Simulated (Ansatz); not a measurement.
# SnO, space group P4/nmm: a calculation of the dielectric tensor and Born charges

Run with the Python package of Ansatz (0.2.0).

`eps_sno.py`:
```python
# -*- coding: utf-8 -*-
"""Response of SnO to an electric field."""

from dataclasses import dataclass
import logging
import sys

import ansatz
import numpy as np

logging.basicConfig(stream=sys.stdout, format="%(name)s: %(message)s")
log = logging.getLogger("sno")
log.setLevel(logging.INFO)


@dataclass(frozen=True)
class Settings:
    ecut: int = 320
    kmesh: tuple[int, ...] = (6, 6, 5)
    mixing_beta: float = 0.4
    max_iterations: int = 100
    n_empty: int = 4
    smearing: str = "fixed"


opts = Settings()

lattice = ansatz.Lattice.of(
    (3.7986, 0.0, 0.0),
    (0.0, 3.7986, 0.0),
    (0.0, 0.0, 4.8408),
)
sites = [
    ("Sn", (0.5, 0.0, 0.2369)),
    ("Sn", (0.0, 0.5, 0.7631)),
    ("O", (0.0, 0.0, 0.0)),
    ("O", (0.5, 0.5, 0.0)),
]
xtal = ansatz.Crystal(lattice=lattice)
for symbol, position in sites:
    xtal = xtal.atom(symbol, position)

# an insulator: whole occupations
base = (
    xtal.calculation()
    .functional(ansatz.Functional.PBESOL)
    .basis(opts.ecut)
    .kpoints(mesh=opts.kmesh, center="monkhorst-pack")
    .mixing("msr1", ndim=12, beta=opts.mixing_beta)
    .scf(max_iterations=opts.max_iterations, extra_bands=opts.n_empty, self_checks="high")
    .occupations(opts.smearing)
    .dielectric()
)
result = base.run(threads=1)
response = result.dielectric
eps = np.asarray(response.eps_inf)

log.info(f"mean eps_inf {np.trace(eps) / 3:.3f}, fraction of exact exchange 1/eps = {3 / np.trace(eps):.3f}")
print(np.array2string(eps, precision=3, suppress_small=True))
for site, z in zip(result.lattice.sites, response.zstar_e):
    log.info(f"{site.symbol:2s} Z* trace/3 = {np.trace(z) / 3:+.3f} e")
log.info(f"charge neutrality missed by {response.zstar_sum_residual_pre_e:.4f} e before the sum rule")
```

```console
$ python eps_sno.py
DeckWarning: basis.ecutwfc = 320 eV is below the records' recommended 420 eV, and the density's cutoff is lower with it unless basis.ecutrho_ratio is high enough to keep the records' density cutoff: compare with a run at a higher cutoff
sno: mean eps_inf 8.018, fraction of exact exchange 1/eps = 0.125
[[8.414 0.    0.   ]
 [0.    8.414 0.   ]
 [0.    0.    7.228]]
sno: Sn Z* trace/3 = +3.050 e
sno: Sn Z* trace/3 = +3.050 e
sno: O  Z* trace/3 = -3.050 e
sno: O  Z* trace/3 = -3.050 e
sno: charge neutrality missed by 0.0079 e before the sum rule
```
(Warnings from the package without file and line.)

Reading the output:
- The settings weren't tested for convergence.
- The cutoff lies under the one recommended for these potentials.
- The Fermi level of a run with fixed occupations marks the highest occupied state on its mesh, not mid-gap.
- Averages over directions belong to no single polarisation, least of all in layered crystals.
- Pressure is positive in compression.
- The structure is a deposited one; some such entries were measured under pressure or heat, so a shift against it needn't be the functional's error alone.
- This is the electronic (clamped-ion) response; a semilocal gap that is too small tends to raise it. The typed mesh is that of the SCF; the response is solved on denser meshes that the run picks.
- It ran for 90 s on 1 thread of Arm Neoverse V1, with other jobs on the host, peak memory 0.7 GiB.
